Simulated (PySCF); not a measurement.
# C2H6Se (SeMe2): the cost of one run

Computed with PySCF 2.14.0 and routines of our own; the level stands in each step. Atoms count from 0.

3 further runs of the same task are left out: 3 for a basis unfit for spin-orbit shieldings.

### Step 1. The system as given

9 atoms, charge 0, multiplicity 1; geometry from: GFN2-xTB.

### Step 2. Relaxing the molecule at PBE0-D3(BJ)/def2-SVP

Job settings and geometry (Å):

```
{"job": {"xc": "PBE0", "basis": "def2-SVP", "d3": "d3bj", "grid": 1, "maxiter": 30, "shake": 0.03, "kind": "geom"}, "charge": 0, "multiplicity": 1}
Se     0.061060    -0.077570    -1.289320
C      1.443240    -0.028560    -0.012530
H      1.335310    -0.925180     0.570100
H      1.488740     0.876110     0.612470
H      2.385560    -0.023280    -0.592280
C     -1.472100     0.029810    -0.013190
H     -1.370550     0.914850     0.594100
H     -1.340380    -0.850770     0.609940
H     -2.398150     0.015160    -0.504950
```

Run with:

```sh
$ OMP_NUM_THREADS=1 python heavy_run.py task.json out
```

The driver reads the jobs from task.json and runs them one after another.

Q: Estimate the wall time and peak memory of this first job on 1 thread of Arm Neoverse V1, shared host.

About 13 s, with a peak of 0.34 GiB.
